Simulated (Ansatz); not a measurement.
**Ge₂H (quartet): wave-function methods side by side at a displaced geometry (v2), cc-pVDZ**

Aim: climb from Hartree-Fock through coupled cluster and multireference methods for Ge₂H (quartet) at one geometry and basis, and see what each rung misses.

Method: cc-pVDZ, core rule «outside noble gas», up to 28 orbitals frozen; program: Ansatz 0.2.0, Gaussian basis.

The runs, in order: UHF; CCSD(T) on ROHF; CCSD(T) on UHF; BCCD(T) on ROHF; CISD; CCSDT(Q) on ROHF; CCSDT(Q) on UHF; CASSCF and MRCISD+Q, 9 electrons in 9 orbitals; CASSCF and NEVPT2, 9 electrons in 9 orbitals.

23 further runs of the same task are left out: 10 that didn't finish, 13 set aside as unsound or not needed.

### 1 What is computed

The geometry is a PBE0/def2-TZVP stationary point (not a proven minimum) with its atoms shifted at random (size 0.100 Å). No spin-orbit coupling is included. The filled d shell of Ge may be among the frozen orbitals whatever the setting's name suggests; the logs give the count.

3 atoms, charge 0, spin multiplicity 4.

Atoms are counted from 1 here; the program's logs count them from 0.

Bond lengths: Ge1–Ge2 2.457 Å, Ge1–H3 1.573 Å. Angles: Ge2–Ge1–H3 106.9°.

### 2 UHF

File in.yaml:

```yaml
crystal:
  periodic: [false, false, false]
  atoms:
    - {symbol: Ge, position_ang: [0.084376, -0.519575, 0.647162]}
    - {symbol: Ge, position_ang: [-0.080498, -0.447034, -1.803518]}
    - {symbol: H, position_ang: [-0.003878, 0.966609, 1.156356]}
basis:
  gaussian: {orbitals: cc-pVDZ}
magnetization: {spin_polarized: true, initial_magnetization: 3}
hamiltonian: {xc: hf}
output: {orbitals: {seedname: orbitals}}
```

On the command line:

```bash
ansatz run in.yaml --threads 1 --pin off --events-out ev --progress --plain --max-ram 2393MiB
```

Further steps of the session: CCSD(T) on ROHF; CCSD(T) on UHF; BCCD(T) on ROHF; CISD; CCSDT(Q) on ROHF; CCSDT(Q) on UHF; CASSCF and MRCISD+Q, 9 electrons in 9 orbitals; CASSCF and NEVPT2, 9 electrons in 9 orbitals.

Q: Predict the results of all the runs planned. Wanted: UCCSDT(Q) below the RHF energy; RMP2 from UCCSDT(Q); UMP2 from UCCSDT(Q); RCCSD from UCCSDT(Q); RCCSD(T) from UCCSDT(Q); UCCSD(T) from UCCSDT(Q); RCCSDT(Q) from UCCSDT(Q); NEVPT2 valence from UCCSDT(Q); MRCISD+Q valence from UCCSDT(Q).

The runs gave:

```
                         quantity                                        value
   UCCSDT(Q) below the RHF energy                                   -4.6223 eV
              RMP2 from UCCSDT(Q)                                +103.4 kJ/mol
              UMP2 from UCCSDT(Q)                                +107.0 kJ/mol
             RCCSD from UCCSDT(Q)                                 +22.4 kJ/mol
          RCCSD(T) from UCCSDT(Q)                                  +6.2 kJ/mol
          UCCSD(T) from UCCSDT(Q)                                  +5.1 kJ/mol
         RCCSDT(Q) from UCCSDT(Q)                                  +1.2 kJ/mol
    NEVPT2 valence from UCCSDT(Q)                                 +72.4 kJ/mol
  MRCISD+Q valence from UCCSDT(Q)                                  +0.7 kJ/mol
levels within 1 kcal/mol (43 meV)  RCCSDT, UCCSDT, RCCSDT(Q), MRCISD+Q valence
                    T1 diagnostic                                        0.030
   effectively unpaired electrons                                         3.04
```

RCCSD(T) misses by +6.2 kJ/mol, 1.4 % of the correlation energy. One determinant dominates. Of the multireference levels listed MRCISD+Q valence comes nearest in total energy (+0.7 kJ/mol), which doesn't show that its space is the better one. These misses are within one basis, not against nature; the frozen cores of restricted and unrestricted runs differ, which can shift their rows.
